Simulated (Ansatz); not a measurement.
# Ge: levels of theory

Aim: for Ge, compare levels of theory.

Program: Ansatz 0.2.0. Level of theory: DFT r2SCAN, spin-orbit coupling, plane waves, PAW, and further levels as typed in the inputs. These are calculated values, not measurements.

**1. Starting point**

The structure is tetragonal, space group I4_1/amd (No. 141). The conventional cell has a = 3.982 Å, b = 3.982 Å, c = 5.771 Å, α = 90.00°, β = 90.00°, γ = 90.00°. Ge (site symmetry -4m2) is surrounded by 4 Ge at 2.46 Å.

Coordinates:

```xyz
2
Lattice="0.0000 2.8154 2.8856 2.8154 0.0000 2.8856 2.8154 2.8154 0.0000" Properties=species:S:1:pos:R:3 pbc="T T T"
Ge    0.0000    0.0000    0.0000
Ge    1.4077    1.4077    1.4428
```

**2. Single point: Ge**

Contents of input.yaml:

```yaml
crystal:
  lattice:
    - [0.0, 2.815421, 2.88558]
    - [2.815421, 0.0, 2.88558]
    - [2.815421, 2.815421, 0.0]
  atoms:
    - { symbol: Ge, position: [0.0, 0.0, 0.0] }
    - { symbol: Ge, position: [0.25, 0.25, 0.25] }
scf:
  occupations: { method: gaussian, width: 0.01 }
  n_extra_bands: 8
output:
  eigenvalues: true
  eigenstates:
    kpoints: [[0, 0, 0], [0.5, 0.5, 0.5], [0.5, 0, 0]]
    e_range: [-1.2, 1.6]
  write_density: true
  write_potential: true
  elf: true
  volumetric_format: npy
hamiltonian:
  xc: r2scan
  pseudopotentials: { kind: paw_fr }
kpoints:
  mp_grid: { grid: [10, 10, 10] }
magnetization:
  noncollinear: true
  spin_orbit: true
```

On the command line:

```sh
> ansatz run input.yaml --threads 8 --pin off --max-ram 16384MiB --backend cpu --events-out ev --progress --plain --runs-dir out
```

The program printed (excerpt; [...] marks lines left out):

```text
Warning: RAYON_NUM_THREADS=8 ignored (pool sized by the plan → 8); use --threads N
scf.n_extra_bands = 8 over 28 filled bands (N_el = 28.0): the run solves 36 bands
[...]
Pseudopotentials: kind: paw_fr
Pseudopotential: Ge, paw_fr, valence charge 14, recommended cutoff 500 eV (meta_gga), Ge.paw.azcp#standard-fr
Functional definition: r2SCAN
[...]
non-collinear run that drives no moment, with spin-orbit: no starting moment large enough to seed its density (crystal.atoms[].spin), no starting occupations that ask for one, no magnetisation constraint and no magnetic field, so the semilocal B_xc is pinned to zero
Crystal: 2 atoms, lattice volume = 45.746 Å³
Basis set: ecut = 500 eV, 1179 PW (Γ), exchange–correlation on 120×120×120 points (64 copies of the dense FFT grid, shifted against one another)
Bands: 36, of which v1, the nominal top of the filled ones, is band 28 counted from 1 (27 counted from 0)
Symmetry: 16 space group operations + 16 with time reversal
Magnetic group: BNS 141.552 (UNI 1212), of the structure as read, at distance tolerance 3.6e-5 Å
k-points: 102 of 1000
Projection manifold: j_resolved (fully-relativistic pseudo-atomic orbitals)
[...]
SCF iter   1: F=—  HF=-8600.281832 eV  |F-HF|=—  |Δ(HF+E_count)|=         —  Δρ=3.59e-2  dr2=4.66e-1  dr2_τ=1.28e-3  dr2_m=0.00e0 (ungated)  ethr=1.65e-3  |M|=0.00e0 ∫|m|=0.00e0 μB  |m|>n=0.0e0 m-floor=0.0e0 τ_xc=0.0e0  β_m=0.30  ⟨swp⟩=1.2  Hψ=11051  notcnv=0
[...]
SCF iter   6: F=-8600.343399 eV  HF=-8600.343399 eV  |F-HF|=2.47e-9  |Δ(HF+E_count)|=   3.93e-6  Δρ=4.36e-6  dr2=8.12e-9  dr2_τ=4.04e-11  dr2_m=0.00e0 (ungated)  ethr=3.57e-10  |M|=0.00e0 ∫|m|=0.00e0 μB  |m|>n=0.0e0 m-floor=0.0e0 τ_xc=0.0e0  ⟨swp⟩=1.8  Hψ=6468  notcnv=0
[...]
NSCF: frozen V_eff on 3 k-points
SCF converged after 6 iterations
Magnetization: |M| = 0.0000 μB,  M = (+0.0000, +0.0000, +0.0000) μB
Absolute magnetization: 0.0000 μB (∫|m|)
  site 0: m = (+0.0000, +0.0000, +0.0000) μB, |m| = 0.0000 μB  (R = 1.01 Å)
  site 1: m = (+0.0000, +0.0000, +0.0000) μB, |m| = 0.0000 μB  (R = 1.01 Å)
Free energy (F): -8600.343399 eV
[...]
E sigma→0 (E₀):  -8600.343399 eV
Fermi energy:    8.493392 eV
[...]
--- Band table (eV; the first three rows and the last of 102) ---
[...]
```

It took 7.2 s on 8 threads of AMD EPYC 9R14 (Zen 4), shared host; peak memory 0.97 GiB.

The maps below are laid out on this run's own conventional cell (a, b, c = 3.982, 3.982, 5.771 Å).

Density in a lattice plane of the grid's cell (edges 3.98 and 5.77 Å, at 0.000 of the third edge), which holds Ge.

Values in e/Å³, 12 rows by 8 columns:
```
 6.96  1.51  0.50  0.42  0.45  0.42  0.50  1.51
 0.42  0.41  0.50  1.39  5.18  1.39  0.50  0.41
 0.14  0.19  0.42  5.66 49.81  5.66  0.42  0.19
 0.05  0.09  0.25  1.29  5.33  1.29  0.25  0.09
 0.02  0.04  0.12  0.29  0.44  0.29  0.12  0.04
 0.02  0.02  0.05  0.10  0.11  0.10  0.05  0.02
 0.02  0.02  0.03  0.04  0.05  0.04  0.03  0.02
 0.05  0.04  0.03  0.02  0.02  0.02  0.03  0.04
 0.13  0.11  0.05  0.02  0.02  0.02  0.05  0.11
 0.42  0.28  0.11  0.04  0.02  0.04  0.11  0.28
 6.96  1.44  0.25  0.09  0.05  0.09  0.25  1.44
56.75  6.20  0.42  0.19  0.14  0.19  0.42  6.20
```
Columns run along the first of these edges and rows up along the second, over one cell in 8 and 12 even steps from the bottom left corner. Atoms in the plane (fractional): Ge at (0.00, 0.00), Ge at (0.50, 0.75).

ELF in the same plane.

Ten even steps from '0' (0.01) to '9' (0.76):
```
0025798656897520
2357997545799753
4579974323479975
5689752000257986
4577641000146775
2245542000245542
0124444222444421
0012454444454210
0001245555542100
0000123444321000
0000001222100000
0000000000000000
0000000000000000
2110000000000011
4432100000001234
5554210000012455
4454421000124454
2244442101244442
0024554222455420
3014677545776410
```
Columns run along the first of these edges and rows up along the second, over one cell in 16 and 20 even steps from the bottom left corner. Atoms in the plane (fractional): Ge at (0.00, 0.00), Ge at (0.50, 0.75).

Both are smooth fields of the valence electrons: close to the nuclei they are not physical.

The highest ELF values outside the cores: 0.79 on the Ge–Ge line, 1.2 Å from Ge.

**3. Single point: r2SCAN, no spin**

Contents of input.yaml:

```yaml
crystal:
  lattice:
    - [0.0, 2.815421, 2.88558]
    - [2.815421, 0.0, 2.88558]
    - [2.815421, 2.815421, 0.0]
  atoms:
    - { symbol: Ge, position: [0.0, 0.0, 0.0] }
    - { symbol: Ge, position: [0.25, 0.25, 0.25] }
scf:
  occupations: { method: gaussian, width: 0.01 }
  n_extra_bands: 6
output:
  eigenvalues: true
  eigenstates:
    kpoints: [[0, 0, 0], [0.5, 0.5, 0.5], [0.5, 0, 0]]
    e_range: [-1.2, 1.6]
hamiltonian:
  xc: r2scan
kpoints:
  mp_grid: { grid: [10, 10, 10] }
```

On the command line:

```sh
> ansatz run input.yaml --threads 8 --pin off --max-ram 16384MiB --backend cpu --events-out ev --progress --plain --runs-dir out
```

The program printed (excerpt; [...] marks lines left out):

```text
Warning: RAYON_NUM_THREADS=8 ignored (pool sized by the plan → 8); use --threads N
scf.n_extra_bands = 6 over 14 filled bands (N_el = 28.0): the run solves 20 bands
[...]
Pseudopotentials: kind: paw
Pseudopotential: Ge, paw, valence charge 14, recommended cutoff 500 eV (meta_gga), Ge.paw.azcp
[... 1 set-up line as earlier in the session ...]
[...]
Crystal: 2 atoms, lattice volume = 45.746 Å³
Basis set: ecut = 500 eV, 1179 PW (Γ), exchange–correlation on 120×120×120 points (64 copies of the dense FFT grid, shifted against one another)
Bands: 20, of which v1, the nominal top of the filled ones, is band 14 counted from 1 (13 counted from 0)
Symmetry: 16 space group operations
Space group: I41/amd (ITA 141), of the structure as read, at distance tolerance 3.6e-5 Å
k-points: 102 of 1000
[...]
SCF iter   1: F=—  HF=-8605.797508 eV  |F-HF|=—  |Δ(HF+E_count)|=         —  Δρ=6.47e-3  dr2=6.00e-3  dr2_τ=4.34e-3  ethr=1.77e-3  ⟨swp⟩=6.1  Hψ=9716  notcnv=0
[...]
SCF iter   6: F=-8605.806790 eV  HF=-8605.806790 eV  |F-HF|=1.17e-9  |Δ(HF+E_count)|=   5.49e-9  Δρ=1.51e-6  dr2=6.50e-10  dr2_τ=1.23e-11  ethr=1.34e-10  ⟨swp⟩=5.6  Hψ=7836  notcnv=0
[...]
NSCF: frozen V_eff on 3 k-points
SCF converged after 6 iterations
Free energy (F): -8605.806790 eV
[...]
E sigma→0 (E₀):  -8605.806790 eV
Fermi energy:    8.445399 eV
[...]
--- Band table (eV; the first three rows and the last of 102) ---
  k-point 0: bands = ["-17.1619", "-17.1619", "-17.1556", "-17.1224", "-17.1199", "-16.9138", "-16.9036", "-16.9036", "-16.8924", "-16.8857", "-4.9756", "8.1051", "8.3112", "8.3112", "8.5793", "10.9231", "10.9231", "11.0563", "15.2936", "17.8592"]
[...]
```

It took 1.3 s on 8 threads of AMD EPYC 9R14 (Zen 4), shared host; peak memory 0.57 GiB.

**4. Single point: HSE06 with spin-orbit coupling, mesh 6×6×6**

input.yaml, as its differences from that of step 3:

```diff
@@ -10,3 +10,3 @@
   occupations: { method: gaussian, width: 0.01 }
-  n_extra_bands: 6
+  n_extra_bands: 8
 output:
@@ -17,4 +17,8 @@
 hamiltonian:
-  xc: r2scan
+  xc: hse06
+  pseudopotentials: { kind: paw_fr }
 kpoints:
-  mp_grid: { grid: [10, 10, 10] }
+  mp_grid: { grid: [6, 6, 6] }
+magnetization:
+  noncollinear: true
+  spin_orbit: true
```

On the command line:

```sh
> ansatz run input.yaml --threads 8 --pin off --max-ram 16384MiB --backend cpu --events-out ev --progress --plain --runs-dir out
```

The program printed (excerpt; [...] marks lines left out):

```text
Warning: RAYON_NUM_THREADS=8 ignored (pool sized by the plan → 8); use --threads N
scf.n_extra_bands = 8 over 28 filled bands (N_el = 28.0): the run solves 36 bands
[...]
[... 1 set-up line as earlier in the session ...]
Pseudopotential: Ge, paw_fr, valence charge 14, recommended cutoff 420 eV (normal), Ge.paw.azcp#standard-fr
Functional definition: HSE06
[...]
non-collinear run that drives no moment, with spin-orbit: no starting moment large enough to seed its density (crystal.atoms[].spin), no starting occupations that ask for one, no magnetisation constraint and no magnetic field, so the semilocal B_xc is pinned to zero
Crystal: 2 atoms, lattice volume = 45.746 Å³
Basis set: ecut = 420 eV, 909 PW (Γ)
Bands: 36, of which v1, the nominal top of the filled ones, is band 28 counted from 1 (27 counted from 0)
[... 1 set-up line as earlier in the session ...]
[...]
Projection manifold: j_resolved (fully-relativistic pseudo-atomic orbitals)
[...]
Frozen-core exchange: fock
[...]
SCF iter   4: F=-8590.324695 eV  HF=-8590.324695 eV  |F-HF|=5.29e-10  |Δ(HF+E_count)|=   1.44e-7  Δρ=1.53e-6  dr2=2.08e-9  dr2_m=0.00e0 (ungated)  ethr=2.19e-10  |M|=0.00e0 ∫|m|=0.00e0 μB  |m|>n=0.0e0 m-floor=0.0e0 τ_xc=0.0e0  ⟨swp⟩=3.0  Hψ=2783  notcnv=0
[...]
hybrid outer 2: dexx = +9.723e-7 eV, tail = 2.84e-8 eV, Δε = 3.52e-3 eV (about 1.19e-4 eV left of the loop's levels)
NSCF: frozen V_eff on 3 k-points
hybrid SCF converged: 2 outer / 10 inner (+8 warm-up), last move |dexx| = 9.72e-7 eV, tail = 2.84e-8 eV
Magnetization: |M| = 0.0000 μB,  M = (+0.0000, +0.0000, +0.0000) μB
Absolute magnetization: 0.0000 μB (∫|m|)
  site 0: m = (+0.0000, +0.0000, +0.0000) μB, |m| = 0.0000 μB  (R = 1.01 Å)
  site 1: m = (+0.0000, +0.0000, +0.0000) μB, |m| = 0.0000 μB  (R = 1.01 Å)
Free energy (F): -8590.324695 eV
Frozen-core exchange: fock
[...]
E sigma→0 (E₀):  -8590.324695 eV
Fermi energy:    8.588912 eV
[...]
--- Band table (eV; the first three rows and the last of 30) ---
[...]
```

Wall time 59 s (8 threads of AMD EPYC 9R14 (Zen 4), shared host); peak memory 2.9 GiB.

**5. The runs side by side**

```
step                            level    k mesh  volume (Å³/atom)  pressure (GPa)  energy (eV)  gap on the mesh (eV)   time
   2  r2SCAN with spin-orbit coupling  10×10×10             22.87             n/a    -8600.343                  0.18  7.2 s
   3                           r2SCAN  10×10×10             22.87             n/a    -8605.807                  0.27  1.3 s
   4   HSE06 with spin-orbit coupling     6×6×6             22.87             n/a    -8590.325                  0.58   59 s
```

Totals of different systems or levels have different zeros; only balanced differences at one level mean anything.

The rows set the runs side by side; convergence of the settings was not tested in this session.
